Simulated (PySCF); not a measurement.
# Changing the system itself: BiS

Aim: change spin, charge, geometry, field or solvent of BiS, one at a time, and compare with the base run.

Computed with PySCF 2.14.0. Level: method and basis as typed in the scripts.

4 further runs of the same task are left out: 2 for a known fault of the program, 2 that didn't finish.

## Step 1: Where the work starts

BiS: 2 atoms, charge 0, spin multiplicity 2.

Bond lengths: Bi1–S2 2.445 Å.

## Step 2: The base run

input.py

```python
from pyscf import gto, dft

mol = gto.M(
    atom='Bi 0 0 0; S 0 0 2.445',
    basis='lanl2dz',
    ecp={'Bi': 'lanl2dz', 'S': 'lanl2dz'},
    charge=0,
    spin=1,
    verbose=4,
)
mf = dft.UKS(mol, xc='revpbe')
mf = mf.newton()
mf.kernel()
mf.stability(internal=True, external=True)
mf.dip_moment()
print('orbital energies (hartree):', [e[max(0, n-3):n+3].round(4) for e, n in zip(mf.mo_energy, mol.nelec)])
```

Run with:

```bash
$ OMP_NUM_THREADS=1 python input.py
```

Its log is not repeated here.

Base result: E(SCF) = -15.593181 Eh, 4 macro-iterations, ⟨S²⟩ = 0.761, μ = 3.54 D, internal stable; real -> complex stable; UHF/UKS -> GHF/GKS unstable.

The bond length is a typed value, not an optimised one.

## Step 3: Bond 2.372 Å

Variant 1 changes bond length: 2.445 Å → 2.372 Å.

input.py

```python
from pyscf import gto, dft

mol = gto.M(
    atom='Bi 0 0 0; S 0 0 2.372',
    basis='lanl2dz',
    ecp={'Bi': 'lanl2dz', 'S': 'lanl2dz'},
    charge=0,
    spin=1,
    verbose=4,
)
mf = dft.UKS(mol, xc='revpbe')
mf = mf.newton()
mf.kernel()
mf.stability(internal=True, external=True)
mf.dip_moment()
print('orbital energies (hartree):', [e[max(0, n-3):n+3].round(4) for e, n in zip(mf.mo_energy, mol.nelec)])
```

Run with:

```bash
$ OMP_NUM_THREADS=1 python input.py
```

## Step 4: Electric field 0.001 a.u.

Variant 2 changes electric field: none → 0.001 a.u.

Edit input.py of step 2 so:

```diff
@@ -11,2 +11,7 @@
 mf = dft.UKS(mol, xc='revpbe')
+field = 0.001  # electric field along z, atomic units
+h = mf.get_hcore() + field*mol.intor('int1e_r')[2]
+mf.get_hcore = lambda *args: h
+e_nuc = mol.energy_nuc() - field*mol.atom_charges() @ mol.atom_coords()[:, 2]
+mf.energy_nuc = lambda *args: e_nuc
 mf = mf.newton()
```

## Step 5: Bond 2.738 Å

Variant 3 changes bond length: 2.445 Å → 2.738 Å.

Edit input.py of step 2 so:

```diff
@@ -3,3 +3,3 @@
 mol = gto.M(
-    atom='Bi 0 0 0; S 0 0 2.445',
+    atom='Bi 0 0 0; S 0 0 2.738',
     basis='lanl2dz',
```

## Step 6: Quartet

Variant 4 changes spin (2S): 1 → 3.

Edit input.py of step 2 so:

```diff
@@ -7,3 +7,3 @@
     charge=0,
-    spin=1,
+    spin=3,
     verbose=4,
```

Before running it: what results should come out? Wanted: for each run, E(SCF); from base; gap, α spin; SCF dipole; after the SCF.

**Answer**, as computed:

| run | E(SCF) (hartree) | from base (eV) | cycles | gap, α spin (eV) | SCF dipole (D) | after the SCF |
| --- | --- | --- | --- | --- | --- | --- |
| base | -15.593181 | 0 | 4 macro | -0.05 | 3.54 | unstable: UHF/UKS -> GHF/GKS |
| bond 2.372 Å | -15.593930 | -0.0204 | 4 macro | -0.05 | 3.40 | unstable: UHF/UKS -> GHF/GKS |
| electric field 0.001 a.u. | -15.591832 | +0.0367 | 4 macro | -0.05 | 3.32 | unstable: UHF/UKS -> GHF/GKS |
| bond 2.738 Å | -15.572693 | +0.5575 | 7 macro | 0.01 | 3.84 | unstable: UHF/UKS -> GHF/GKS |
| quartet | -15.499878 | +2.5389 | 5 macro | 2.30 | 2.80 | unstable: internal, UHF/UKS -> GHF/GKS |

In words: Of the runs whose energies can be compared, “quartet” moves the SCF energy most (+2.539 eV). The quartet solution found lies 2.54 eV above the base doublet at this geometry and level.
